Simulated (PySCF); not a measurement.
**CHClGaNO (SMILES O=C=[N][GaH][Cl]) at 5 levels**

Aim: a comparison of 5 runs (HF/STO-3G, CAM-B3LYP/6-31G**, PBE0/def2-SVP, r2SCAN/6-31G**, B3LYP/6-31G*) of CHClGaNO. The job is set up through a Python script.

Program for the calculation: PySCF 2.14.0.

**1. The system as given**

CHClGaNO has 6 atoms, charge 0, and is taken as a singlet. SMILES: `O=C=[N][GaH][Cl]`. The shape is that of a PBE0-D4/def2-TZVP optimisation. This is one conformer, not always the lowest.

Bond lengths: O1–C2 1.163 Å, C2–N3 1.203 Å, N3–Ga4 1.824 Å, Ga4–Cl5 2.132 Å, Ga4–H6 1.540 Å. Angles: O1–C2–N3 176.4°, C2–N3–Ga4 142.4°, N3–Ga4–Cl5 115.2°, N3–Ga4–H6 121.8°, Cl5–Ga4–H6 123.0°.

**2. Energy and gradient at HF/STO-3G (run 1)**

input.xyz reads:

```xyz
6
CHClGaNO
O     -0.700200    -2.626600    -0.696700
C     -0.691800    -1.486000    -0.467600
N     -0.756800    -0.304700    -0.247900
Ga     0.248500     1.124400     0.275700
Cl     2.297400     0.694600     0.677800
H     -0.354900     2.534400     0.412700
```

job.py reads:

```python
# O=C=[N][GaH][Cl]
from pyscf import gto, scf

mol = gto.Mole()
mol.atom = 'input.xyz'
mol.spin = 0
mol.max_memory = 1860
mol.verbose = 4
mol.basis = 'sto-3g'
mol.build()

mf = scf.RHF(mol)
mf.conv_tol = 1e-10
mf.kernel()
if not mf.converged:
    mf = mf.newton().run(mf.mo_coeff, mf.mo_occ)

etot = mf.e_tot
print(f'total energy: {etot:.8f} hartree')
grad = mf.nuc_grad_method().kernel()
mf.analyze()
```

Launch:

```bash
$ OMP_NUM_THREADS=1 python job.py
```

The program printed:

```text
PySCF version 2.14.0

[... 84 lines left out ...]
Two-electron Energy =                 1380.230947123548503
[... 10 lines left out ...]
MO #7   energy= -20.3341901090713  occ= 2
[... 8 lines left out ...]
MO #16  energy= -3.9821099694397   occ= 2
[... 8 lines left out ...]
MO #25  energy= -0.51265923641692  occ= 2
[... 8 lines left out ...]
MO #34  energy= -0.323842890340369 occ= 2
[... 8 lines left out ...]
MO #43  energy= 1.42826036200086   occ= 0
[... 52 lines left out ...]
Dipole moment(X, Y, Z, Debye): -1.52538,  1.87767,  0.01062
```

It took 5.1 s on 1 thread of Intel Xeon at 2.70GHz, shared host; peak memory 0.12 GiB.

**3. Energy and gradient at CAM-B3LYP/6-31G(d,p) (spherical functions) (run 2)**

calc.py reads:

```python
from pyscf import gto, dft

mol = gto.M(
    atom=[
    ('O', (-0.700200, -2.626600, -0.696700)),
    ('C', (-0.691800, -1.486000, -0.467600)),
    ('N', (-0.756800, -0.304700, -0.247900)),
    ('Ga', (0.248500, 1.124400, 0.275700)),
    ('Cl', (2.297400, 0.694600, 0.677800)),
    ('H', (-0.354900, 2.534400, 0.412700)),
],
    basis='6-31g**',
    verbose=4,
    spin=0,
    max_memory=1860,
)

mf = dft.RKS(mol)
mf.xc = 'cam-b3lyp'
mf.grids.level = 5
mf.conv_tol = 1e-10
mf.kernel()
if not mf.converged:
    mf = mf.newton().run(mf.mo_coeff, mf.mo_occ)

energy = mf.e_tot
print(f'total energy: {energy:.8f} hartree')
grad = mf.nuc_grad_method().kernel()
mf.analyze()
```

Launch:

```bash
$ OMP_NUM_THREADS=1 python calc.py
```

The program printed:

```text
PySCF version 2.14.0

[... 108 lines left out ...]
MO #7   energy= -19.2749510648686  occ= 2
[... 17 lines left out ...]
MO #25  energy= -0.890023621099698 occ= 2
[... 17 lines left out ...]
MO #43  energy= 0.168143138786078  occ= 0
[... 17 lines left out ...]
MO #61  energy= 0.896410299122688  occ= 0
[... 17 lines left out ...]
MO #79  energy= 1.88750343519904   occ= 0
[... 17 lines left out ...]
MO #97  energy= 3.38017721824829   occ= 0
[... 106 lines left out ...]
Dipole moment(X, Y, Z, Debye): -0.77859,  2.29025,  0.27045
```

Run time: 1.8 min. Hardware: 1 thread of Intel Xeon at 2.70GHz, shared host; peak memory 0.96 GiB.

Run 3 isn't shown in full; the table further down has it.

**4. Energy and forces at r2SCAN/6-31G(d,p) (spherical functions) (run 4)**

start.xyz reads:

```xyz
6
CHClGaNO
O     -0.700200    -2.626600    -0.696700
C     -0.691800    -1.486000    -0.467600
N     -0.756800    -0.304700    -0.247900
Ga     0.248500     1.124400     0.275700
Cl     2.297400     0.694600     0.677800
H     -0.354900     2.534400     0.412700
```

job.py reads:

```python
import pyscf.grad
from pyscf import gto, dft

molecule = gto.M(
    atom='start.xyz',
    basis='6-31g**',
    spin=0,
    max_memory=1860,
    charge=0,
    verbose=4,
)

calc0 = dft.RKS(molecule, xc='r2scan')
calc0.grids.level = 5
calc0.conv_tol = 1e-10
calc0.kernel()
if not calc0.converged:
    calc0 = calc0.newton().run(calc0.mo_coeff, calc0.mo_occ)

e_tot = calc0.e_tot
print('E(%s) = %.9f' % ('R2SCAN', e_tot))
grad = calc0.Gradients().kernel()
calc0.analyze()
```

Launch:

```bash
$ OMP_NUM_THREADS=1 python job.py
```

The program printed:

```text
PySCF version 2.14.0

[... 111 lines left out ...]
MO #7   energy= -19.027957570655   occ= 2
[... 17 lines left out ...]
MO #25  energy= -0.765280690433833 occ= 2
[... 17 lines left out ...]
MO #43  energy= 0.135605689699348  occ= 0
[... 17 lines left out ...]
MO #61  energy= 0.82807659143734   occ= 0
[... 17 lines left out ...]
MO #79  energy= 1.81770121460119   occ= 0
[... 17 lines left out ...]
MO #97  energy= 3.35506455084179   occ= 0
[... 106 lines left out ...]
Dipole moment(X, Y, Z, Debye): -0.77086,  2.17747,  0.24985
```

Wall time 75 s (1 thread of Intel Xeon at 2.70GHz, shared host); peak memory 0.96 GiB.

**5. Energy and forces at B3LYP/6-31G(d) (Cartesian functions) (run 5)**

run.py reads:

```python
from pyscf import gto, dft

molecule = gto.M(
    atom='''
O   -0.700200  -2.626600  -0.696700
C   -0.691800  -1.486000  -0.467600
N   -0.756800  -0.304700  -0.247900
Ga   0.248500   1.124400   0.275700
Cl   2.297400   0.694600   0.677800
H   -0.354900   2.534400   0.412700
''',
    basis='6-31g*',
    cart=True,
    verbose=4,
    max_memory=1860,
)

mf = dft.RKS(molecule, xc='b3lyp')
mf.grids.level = 5
mf.conv_tol = 1e-10
mf.kernel()
if not mf.converged:
    mf = mf.newton().run(mf.mo_coeff, mf.mo_occ)

etot = mf.e_tot
print(f'total energy: {etot:.8f} hartree')
grad = mf.nuc_grad_method().kernel()
mf.analyze()
```

Launch:

```bash
$ OMP_NUM_THREADS=1 python run.py
```

The program printed:

```text
PySCF version 2.14.0

[... 106 lines left out ...]
MO #6   energy= -40.7610810990868  occ= 2
[... 18 lines left out ...]
MO #25  energy= -0.81065806876488  occ= 2
[... 18 lines left out ...]
MO #44  energy= 0.164206248572022  occ= 0
[... 18 lines left out ...]
MO #63  energy= 0.869092697239364  occ= 0
[... 18 lines left out ...]
MO #82  energy= 2.03411873544954   occ= 0
[... 18 lines left out ...]
MO #101 energy= 73.8391718557351   occ= 0
[... 110 lines left out ...]
Dipole moment(X, Y, Z, Debye): -0.74481,  2.19700,  0.25994
```

Run time: 44 s. Hardware: 1 thread of Intel Xeon at 2.70GHz, shared host; peak memory 1 GiB.

**6. The series**

```csv
run,level,integration grid,Cartesian functions,energy (Eh),dipole moment (D),HOMO energy (eV),LUMO energy (eV),wall time
1,HF/STO-3G,–,no,-2521.105255,2.42,-8.45,3.86,5.1 s
2,CAM-B3LYP/6-31G** (spherical functions),5,no,-2553.579516,2.43,-10.00,-0.89,1.8 min
3,PBE0/def2-SVP,5,no,-2552.721035,2.35,-8.72,-1.72,34 s
4,r2SCAN/6-31G** (spherical functions),5,no,-2553.393075,2.32,-7.67,-2.38,75 s
5,B3LYP/6-31G* (Cartesian functions),5,yes,-2553.589573,2.33,-8.41,-2.03,44 s
```

**7. Results**

| quantity | value |
| --- | --- |
| run 5: total energy | -2553.58957 Eh |
| run 5: dipole moment | 2.33 D |
| run 5: HOMO energy | -8.41 eV |
| run 5: LUMO energy | -2.03 eV |
| run 5: HOMO–LUMO gap | 6.37 eV |
| run 5: largest force on an atom | 1.326 eV/Å |

What this shows: The dipole moment (its size) runs from 2.32 D (r2SCAN/6-31G**) to 2.43 D (CAM-B3LYP/6-31G**). The HOMO–LUMO gap runs from 5.29 eV (r2SCAN/6-31G**) to 12.31 eV (HF/STO-3G). The two ends differ in method and basis. Totals of different functionals can't be ranked against each other. In run 1 the basis is minimal, so the values are rough. All runs together took 4.5 min, the longest 1.8 min.
